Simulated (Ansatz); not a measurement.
# BO: the cost of one run

Program: Ansatz 0.2.0. Level of theory: DFT PBE, scalar-relativistic, plane waves, PAW. These are calculated values, not measurements.

5 further runs of the same task are left out: 5 set aside as unsound or not needed.

## 1. The system as given

The structure is hexagonal, space group P6/mmm (No. 191). Conventional cell: a = 3.859 Å, b = 3.859 Å, c = 3.113 Å, α = 90.00°, β = 90.00°, γ = 120.00°. B (site symmetry mmm) has 6 O at 1.91 to 1.93 Å and 4 B at 1.93 Å as nearest neighbours. Around O (site symmetry 6/mmm) lie 6 B at 1.93 Å. Around O (site symmetry -6m2) lie 6 B at 1.91 Å.

As a file:

```xyz
6
Lattice="3.8586 0.0000 0.0000 -1.9293 3.3417 0.0000 0.0000 0.0000 3.1132" Properties=species:S:1:pos:R:3 pbc="T T T"
B     1.9293    0.0000    0.0000
B     0.9647    1.6708    0.0000
B    -0.9647    1.6708    0.0000
O     0.0000    0.0000    0.0000
O     0.0000    2.2278    1.5566
O     1.9293    1.1139    1.5566
```

This is candidate A: CoSn type (P6/mmm, No. 191).

(A quick probe on a coarse mesh, which set the mesh and smearing, is not shown.)

## 3. A loose first relaxation (candidate A)

Input file input.yaml:

```yaml
crystal:
  lattice:
    - [3.8586448934, 0.0, 0.0]
    - [-1.9293224467, 3.3416845019, 0.0]
    - [0.0, 0.0, 3.1132248571]
  atoms:
    - { symbol: B, position: [0.5, 0.0, 0.0] }
    - { symbol: B, position: [0.5, 0.5, 0.0] }
    - { symbol: B, position: [0.0, 0.5, 0.0] }
    - { symbol: O, position: [0.0, 0.0, 0.0] }
    - { symbol: O, position: [0.3333333333, 0.6666666667, 0.5] }
    - { symbol: O, position: [0.6666666667, 0.3333333333, 0.5] }
basis:
  ecutwfc: 420
kpoints:
  mp_grid: { grid: [6, 6, 6] }
hamiltonian:
  xc: pbe
scf:
  occupations: { method: gaussian, width: 0.1 }
  lower_state_search: "off"
output:
  forces: true
  stress: true
  eigenvalues: true
relax:
  adjacent_minimum: "off"
  f_tol: 0.04
  max_steps: 70
  cell: { stress_tol: 0.4 }
```

Launch:

```console
> ansatz run input.yaml --threads 1 --pin off --max-ram 2560MiB --backend cpu --events-out ev --progress --plain --runs-dir out
```

**Question.** How long does this run take on 1 thread of Intel Xeon Platinum 8259CL at 2.50GHz (Skylake/Cascade Lake), shared host, and how much memory does it need?

About 16 s, with a peak of 0.38 GiB.
